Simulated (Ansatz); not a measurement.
# PBE-QIDH/def2-SVP (core potential) run of SnNH2F (SMILES [NH2][Sn][F])

What is the electronic atomisation energy of SnNH2F at PBE-QIDH/def2-SVP (core potential)? 

Program for the calculation: Ansatz 0.2.0.

69 further runs of the same task are left out: 69 set aside as unsound or not needed.

## (1) The molecule

The species is SnNH2F (5 atoms), meant as a singlet with charge 0. SMILES: `[NH2][Sn][F]`. The coordinates come from a PBE0-D4/def2-TZVP relaxation. This is one conformer, not always the lowest.

Bond lengths: N1–Sn2 2.003 Å, Sn2–F3 1.951 Å, N1–H4 1.008 Å, N1–H5 1.010 Å. Angles: N1–Sn2–F3 92.0°, Sn2–N1–H4 126.2°, Sn2–N1–H5 121.8°, H4–N1–H5 112.0°.

## (2) A single-point energy at PBE-QIDH/def2-SVP (core potential)

File run.yaml:

```yaml
crystal:
  periodic: [false, false, false]
  atoms:
    - symbol: N
      position_ang: [-0.302900, 0.495500, -0.393300]
    - symbol: Sn
      position_ang: [0.338900, -0.053700, 1.423200]
    - symbol: F
      position_ang: [0.966900, -1.775900, 0.754300]
    - symbol: H
      position_ang: [-0.746800, 1.369300, -0.629100]
    - symbol: H
      position_ang: [-0.206200, -0.108900, -1.196600]
basis:
  gaussian: {orbitals: def2-SVP}
hamiltonian: {xc: {name: PBE-QIDH}}
accuracy: high
correlation: {frozen_orbitals: {F: 1, H: 0, "N": 1, Sn: 4}}
output: {orbitals: {seedname: orbitals}}
```

The run is started by

```
ansatz run run.yaml --threads 1 --pin off --max-ram 3480MiB --events-out events.jsonl --progress --plain --runs-dir runs
```

What it wrote:

```text
Warning: RAYON_NUM_THREADS=1 ignored (pool sized by the plan → 1); use --threads N
Functional definition: PBE-QIDH
  name "PBE-QIDH"
  parameter a = 3^(-1/3)
  parameter c = 1/3
  exchange = (1 - a)*pbe_x + a*exact_x
  correlation = (1 - c)*pbe_c + c*(mp2_os + mp2_ss)
1479 factors; integrals over basis functions are off by at most 3.2e-9 eV
mean field evaluation 1: about -10045.6673 eV, gradient 5.0e1 eV
mean field evaluation 2: about -10045.7358 eV, gradient 5.0e1 eV
mean field evaluation 4: about -10050.7555 eV, gradient 2.6e0 eV
mean field evaluation 8: about -10050.7918 eV, gradient 3.6e-1 eV
mean field evaluation 16: about -10050.7923 eV, gradient 5.5e-5 eV
mean field -10050.79232270 eV, -369.3598051876 hartree, gradient 6.5e-8 eV, S^2 0.000000; 0 other end points of the search recorded, 0 dependent functions left out
6 core orbitals not correlated: weight in the atoms' cores, before any rotation towards them, 1.000 or more for the frozen orbitals, at most 0.000 for the correlated occupied ones
reference -10050.79232361 eV, -369.3598052210 hartree; 14, 14 occupied and 44, 44 virtual orbitals, 1479 factors
second order -14.04418182 eV of doubles, -0.00000000 eV of singles
Total energy: -10055.47371755 eV, -369.5318432751 hartree
```

It took 6.9 s on 1 thread of Arm Neoverse V1, shared host; peak memory 0.18 GiB.

## (3) The F atom, same level

File run.yaml:

```yaml
crystal:
  periodic: [false, false, false]
  atoms:
    - {symbol: F, position_ang: [0.000000, 0.000000, 0.000000]}
basis:
  gaussian: {orbitals: def2-SVP}
magnetization: {spin_polarized: true, initial_magnetization: 1}
hamiltonian: {xc: {name: PBE-QIDH}}
correlation: {frozen_orbitals: {F: 1}}
accuracy: high
```

Run the same way, it converges to -99.51840 Eh (log not shown).

## (4) The H atom

File run.yaml:

```yaml
crystal:
  periodic: [false, false, false]
  atoms:
    - {symbol: H, position_ang: [0.000000, 0.000000, 0.000000]}
basis:
  gaussian:
    orbitals: def2-SVP
magnetization:
  spin_polarized: true
  initial_magnetization: 1
hamiltonian:
  xc: {name: PBE-QIDH}
correlation:
  frozen_orbitals: {H: 0}
accuracy: high
```

Run the same way, it converges to -0.50124 Eh (log not shown).

## (5) The N atom

File in.yaml:

```yaml
basis:
  gaussian:
    orbitals: def2-SVP
crystal:
  periodic: [false, false, false]
  atoms:
    - {symbol: "N", position_ang: [0.000000, 0.000000, 0.000000]}
magnetization:
  spin_polarized: true
  initial_magnetization: 3
correlation:
  frozen_orbitals: {"N": 1}
hamiltonian:
  xc: {name: PBE-QIDH}
accuracy: high
```

The run is started by

```
ansatz run in.yaml --threads 1 --pin off --max-ram 3480MiB --events-out events.jsonl --progress --plain --runs-dir runs
```

What it wrote:

```text
Warning: RAYON_NUM_THREADS=1 ignored (pool sized by the plan → 1); use --threads N
Functional definition: PBE-QIDH
  name "PBE-QIDH"
  parameter a = 3^(-1/3)
  parameter c = 1/3
  exchange = (1 - a)*pbe_x + a*exact_x
  correlation = (1 - c)*pbe_c + c*(mp2_os + mp2_ss)
95 factors; integrals over basis functions are off by at most 1.5e-9 eV
mean field evaluation 1: about -1481.3741 eV, gradient 2.7e0 eV
mean field evaluation 2: about -1481.3748 eV, gradient 2.7e0 eV
mean field evaluation 4: about -1481.4164 eV, gradient 3.5e-2 eV
mean field evaluation 8: about -1481.4164 eV, gradient 9.6e-6 eV
mean field -1481.41642917 eV, -54.4410496318 hartree, gradient 6.4e-8 eV, S^2 3.754202; 0 other end points of the search recorded, 0 dependent functions left out
1 core orbitals not correlated: weight in the atoms' cores, before any rotation towards them, 1.000 or more for the frozen orbitals, at most 0.000 for the correlated occupied ones
reference -1481.41642950 eV, -54.4410496439 hartree; 4, 1 occupied and 9, 12 virtual orbitals, 95 factors
second order -2.09784025 eV of doubles, -0.00000000 eV of singles
Total energy: -1482.11570958 eV, -54.4667477130 hartree
```

It took 0.32 s on 1 thread of Arm Neoverse V1, shared host.

## (6) The Sn atom at the same level

File molecule.yaml:

```yaml
crystal:
  periodic: [false, false, false]
  atoms:
    - {symbol: Sn, position_ang: [0.000000, 0.000000, 0.000000]}
basis:
  gaussian:
    orbitals: def2-SVP
magnetization:
  spin_polarized: true
  initial_magnetization: 2
hamiltonian:
  xc: {name: PBE-QIDH}
correlation:
  frozen_orbitals: {Sn: 4}
accuracy: high
```

Run the same way, it converges to -213.97825 Eh (log not shown).

## (7) Outcome

Level: PBE-QIDH/def2-SVP (core potential), 6 core orbitals frozen.

| quantity | value |
| --- | --- |
| molecule: total energy | -369.53184 Eh |
| molecule: HOMO energy (SCF part's orbitals) | -9.19 eV |
| molecule: LUMO energy (SCF part's orbitals) | -0.27 eV |
| molecule: HOMO–LUMO gap (SCF part's orbitals) | 8.93 eV |
| F atom: total energy | -99.51840 Eh |
| F atom: ⟨S²⟩ | 0.752 |
| H atom: total energy | -0.50124 Eh |
| H atom: ⟨S²⟩ | 0.750 |
| N atom: total energy | -54.46675 Eh |
| N atom: ⟨S²⟩ | 3.754 |
| Sn atom: total energy | -213.97825 Eh |
| Sn atom: ⟨S²⟩ | 2.006 |
| electronic atomisation energy | 15.401 eV |

**Reading.** Taking the molecule apart into free atoms costs 15.40 eV (1486 kJ/mol), before zero-point energy and without spin-orbit coupling.
